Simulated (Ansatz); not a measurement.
# Sr2Rh: the cost of one run

Program: Ansatz 0.2.0. Level of theory: DFT r2SCAN, scalar-relativistic, plane waves, PAW. These are calculated values, not measurements.

## Step 1: The system as given

Symmetry: Fm-3m, No. 225, cubic system. The conventional cell has a = 7.302 Å, b = 7.302 Å, c = 7.302 Å, α = 90.00°, β = 90.00°, γ = 90.00°. Around Sr (site symmetry -43m) lie 4 Rh at 3.16 Å. Rh (site symmetry m-3m) is surrounded by 8 Sr at 3.16 Å.

Structure file:

```
Sr Rh
1.0
     0.00000    3.65096    3.65096
     3.65096    0.00000    3.65096
     3.65096    3.65096    0.00000
Sr Rh
2 1
Cartesian
  5.4764 5.4764 5.4764
  1.8255 1.8255 1.8255
  0.0000 0.0000 0.0000
```

This is candidate A: structure listed in a database for this formula (Fm-3m, No. 225).

(A quick probe on a coarse mesh, which set the mesh and smearing, is not shown.)

## Step 3: Relaxing cell and atoms (candidate A)

input.yaml reads:

```yaml
crystal:
  lattice:
    - [0.0, 3.65095511, 3.65095511]
    - [3.65095511, 0.0, 3.65095511]
    - [3.65095511, 3.65095511, 0.0]
  atoms:
    - { symbol: Sr, position: [0.75, 0.75, 0.75] }
    - { symbol: Sr, position: [0.25, 0.25, 0.25] }
    - { symbol: Rh, position: [0.0, 0.0, 0.0] }
basis:
  ecutwfc: 500
kpoints:
  mp_grid: { grid: [12, 12, 12] }
hamiltonian:
  xc: r2scan
scf:
  occupations: { method: gaussian, width: 0.1 }
output:
  forces: true
  stress: true
  eigenvalues: true
relax:
  adjacent_minimum: "off"
  f_tol: 0.01
  max_steps: 80
  cell: { stress_tol: 0.05 }
```

Launch:

```bash
$ ansatz run input.yaml --threads 1 --pin off --max-ram 2560MiB --backend cpu --events-out ev --progress --plain --runs-dir out
```

**Question.** How long does this run take on 1 thread of AMD EPYC 9B45 (Zen 5), shared host, and how much memory does it need?

About 18 s, with a peak of 0.82 GiB.
